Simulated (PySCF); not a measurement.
# CH5BFNO: the cost of one run

Computed with PySCF 2.14.0, with density-fitted response routines of our own, on a single molecule in the gas phase. Atoms count from 0, in the outputs and in this text.

**1. The molecule as given**

10 atoms, charge 0, multiplicity 1; geometry from: GFN2-xTB. The atoms were then displaced at random by about 0.01 Å, so the start is not that level's minimum.

Bonds of the start (Å): N0–B1 1.37, B1–O2 1.36, O2–C3 1.40, C3–F4 1.39, N0–H5 1.03, N0–H6 1.01, B1–H7 1.15, C3–H8 1.11, C3–H9 1.08.

**2. Geometry optimisation at PBE0-D3(BJ)/def2-SVP**

What the job is given:

```
{"job": {"xc": "PBE0", "basis": "def2-SVP", "d3": "d3bj", "grid": 1, "shake": 0.01, "kind": "geom"}, "charge": 0, "multiplicity": 1}
N     -1.314210     0.382370    -0.411690
B     -0.950160    -0.522840     0.543040
O      0.340240    -0.728660     0.910340
C      1.451350    -0.010590     0.440250
F      1.496910    -0.055380    -0.944970
H     -2.293070     0.539620    -0.700820
H     -0.680000     0.944850    -0.968430
H     -1.710300    -1.171970     1.105260
H      1.361840     1.063310     0.725530
H      2.347850    -0.461640     0.825610
```

Launch:

```console
> OMP_NUM_THREADS=1 python probes_run.py task.json out
```

One launch serves the whole session: the jobs run in the order shown.

Q: Estimate the wall time and peak memory of this first job on 1 thread of Arm Neoverse V2, shared host.

About 16 s, with a peak of 0.39 GiB.
